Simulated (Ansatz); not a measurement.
This script drives the Ansatz DFT code, driven from Python.

The script, `brh7o2si3_disp.py`:
```python
from dataclasses import dataclass

import ansatz as az
from ase import Atoms


@dataclass(frozen=True)
class RunConfig:
    basis: str = "def2-SVP"


opts = RunConfig()

atoms = Atoms(["Si", "O", "Si", "O", "Si", "Br", "H", "H", "H", "H", "H", "H", "H"], positions=[
    (3.0253, -0.0485, -0.1078),
    (1.4045, 0.008, -0.4187),
    (-0.0146, -0.1325, 0.4096),
    (-1.2948, 0.0957, -0.6036),
    (-2.9425, 0.074, -0.5354),
    (-3.6567, 1.903, 0.4817),
    (3.3834, 1.0113, 0.8656),
    (3.7818, 0.1594, -1.3658),
    (3.3745, -1.3721, 0.4629),
    (-0.1034, -1.4853, 1.0051),
    (-0.0568, 0.8715, 1.4958),
    (-3.4009, -1.1176, 0.2196),
    (-3.4999, 0.0331, -1.9089),
])
molecule = az.Crystal.molecule_from_ase(atoms)

model = (
    molecule.calculation()
    .basis(gaussian=opts.basis)
    .scf(lower_state_search="standard")
)
for name in ["b3lyp", "r2scan"]:
    for correction in ("d3bj", "d4"):
        summary = model.functional(name, dispersion=correction).run(threads=1).report
        print(f"{name:8s} {correction:5s} total {summary['free_energy_ev']:.5f} eV, of which dispersion {1000 * summary['dispersion']['energy']['ev']:.2f} meV")
```

It is started by `python brh7o2si3_disp.py`. Estimate its wall time and peak memory on 1 thread of Intel(R) Xeon(R) 6975P-C (Granite Rapids), on a shared host.

It took about 20 s, with a peak of 0.48 GiB, for 4 runs of the engine.

```console
$ python brh7o2si3_disp.py
b3lyp    d3bj  total -97876.60797 eV, of which dispersion -625.30 meV
b3lyp    d4    total -97876.55771 eV, of which dispersion -575.04 meV
DeckWarning: the engine holds no damping parameters fitted to this dispersion correction and functional, so the run takes those fitted to r2scan beside the three-body term, which d3bj leaves out (hamiltonian.dispersion, under Limitations)
r2scan   d3bj  total -97869.28862 eV, of which dispersion -101.90 meV
r2scan   d4    total -97869.27629 eV, of which dispersion -89.57 meV
```
(Warnings from the package without file and line.)

These settings explore the input space; basis and method may be short of convergence. The geometry is a force-field or estimated start, not a minimum of this method, and the basis set is short of its limit. D4 holds the three-body term, and d3bj doesn't. b3lyp holds the VWN-RPA fit, as in Gaussian; the form of ORCA and Turbomole is b3lyp5. A dispersion term here runs with damping parameters fitted for another variant or functional.
